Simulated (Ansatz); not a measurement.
# As: LAPW beside PAW

Does the method matter for As? The same cell, functional and mesh are run with LAPW, all electrons, PAW on the default files and all-electron PAW on datasets made for the crystal.

Method: DFT PBEsol, scalar-relativistic, in Ansatz 0.2.0.

## 1. Starting point

It takes space group Cmce (No. 64, orthorhombic). Conventional cell: a = 3.652 Å, b = 11.387 Å, c = 4.740 Å, α = 90.00°, β = 90.00°, γ = 90.00°. As (site symmetry m) is surrounded by 3 As at 2.48 Å.

As a file:

```xyz
4
Lattice="1.8259 -5.6934 0.0000 1.8259 5.6934 0.0000 0.0000 0.0000 4.7399" Properties=species:S:1:pos:R:3 pbc="T T T"
As    1.8259    4.5028    0.3486
As    1.8259   -4.5028    4.3913
As    1.8259    1.1906    2.7185
As    1.8259   -1.1906    2.0213
```

The cell is one relaxed in the Materials Project, used as it stands.

Atoms are numbered in the order of the input: As1, As2, As3, As4.

## 2. LAPW, all electrons

Input file input.yaml:

```yaml
crystal:
  lattice:
    - [1.8259429108, -5.6934005771, 0.0]
    - [1.8259429108, 5.6934005771, 0.0]
    - [0.0, 0.0, 4.73987287]
  atoms:
    - { symbol: As, position: [0.10455828, 0.89544172, 0.07354375] }
    - { symbol: As, position: [0.89544172, 0.10455828, 0.92645625] }
    - { symbol: As, position: [0.39544172, 0.60455828, 0.57354375] }
    - { symbol: As, position: [0.60455828, 0.39544172, 0.42645625] }
kpoints:
  mp_grid: { grid: [11, 11, 8] }
  band_path:
    path:
      - [0.0, 0.0, 0.0]
      - [-0.5, 0.5, 0.0]
      - [-0.2757140756, 0.7242859244, 0.0]
      - [0.2757140756, 0.2757140756, 0.0]
      - [0.0, 0.0, 0.0]
      - [0.0, 0.0, 0.5]
      - [0.2757140756, 0.2757140756, 0.5]
      - [-0.2757140756, 0.7242859244, 0.5]
      - [-0.5, 0.5, 0.5]
    npoints: 8
scf:
  occupations: { method: fermi_dirac, width: 0.08 }
hamiltonian:
  xc: pbesol
  pseudopotentials: { kind: all_electron, lapw: { basis_error: 0.001 } }
output:
  forces: true
  stress: true
  eigenvalues: true
  populations: true
  dos: { projected: true, de: 0.2, e_range: [-14, 8] }
```

## 3. PAW on the default files

Edit input.yaml of step 2 so:

```diff
@@ -28,3 +28,3 @@
   xc: pbesol
-  pseudopotentials: { kind: all_electron, lapw: { basis_error: 0.001 } }
+  pseudopotentials: { kind: paw }
 output:
@@ -33,3 +33,5 @@
   eigenvalues: true
+  efg: { contact_densities: true }
   populations: true
+  bader: true
   dos: { projected: true, de: 0.2, e_range: [-14, 8] }
```

## 4. All-electron PAW on datasets made for the crystal

Edit input.yaml of step 3 so:

```diff
@@ -28,3 +28,3 @@
   xc: pbesol
-  pseudopotentials: { kind: paw }
+  pseudopotentials: { kind: all_electron, datasets: crystal }
 output:
@@ -34,4 +34 @@
   efg: { contact_densities: true }
-  populations: true
-  bader: true
-  dos: { projected: true, de: 0.2, e_range: [-14, 8] }
```

(Steps that only read results are left out.)

Before running it: what results should come out? Wanted: pressure; gap; largest force; Bader charges.

As calculated:

```
           quantity                                               value
           pressure   LAPW -1.16, PAW -1.17, crystal datasets -1.17 GPa
         gap (LAPW)                                                none
      largest force  LAPW 0.176, PAW 0.178, crystal datasets 0.176 eV/Å
Bader charges (PAW)                                         As1 +0.00 e
```

**Reading.** At this geometry the cell is under tension of 1.2 GPa, so it would shrink if let go. Bands reach the Fermi level, so no gap opens at this level of theory, which can close a small real gap. Within 0.3 eV of the Fermi level the largest projected share is As 4p (86 %). The projection holds only the free atom's occupied shells (As 4s, As 4p in this range). The field gradient at As1, the largest by crystal datasets, is -11.40 by PAW and -11.48 by crystal datasets (10²¹ V/m²), within 5 %. PAW lies less than 0.01 GPa from LAPW in pressure. The forces differ by at most 2 meV/Å in a component, on a largest force of 0.176 eV/Å. The price, with the outputs that each input asks for: 5.8 min for LAPW against 86 s for PAW, about 4 to one.
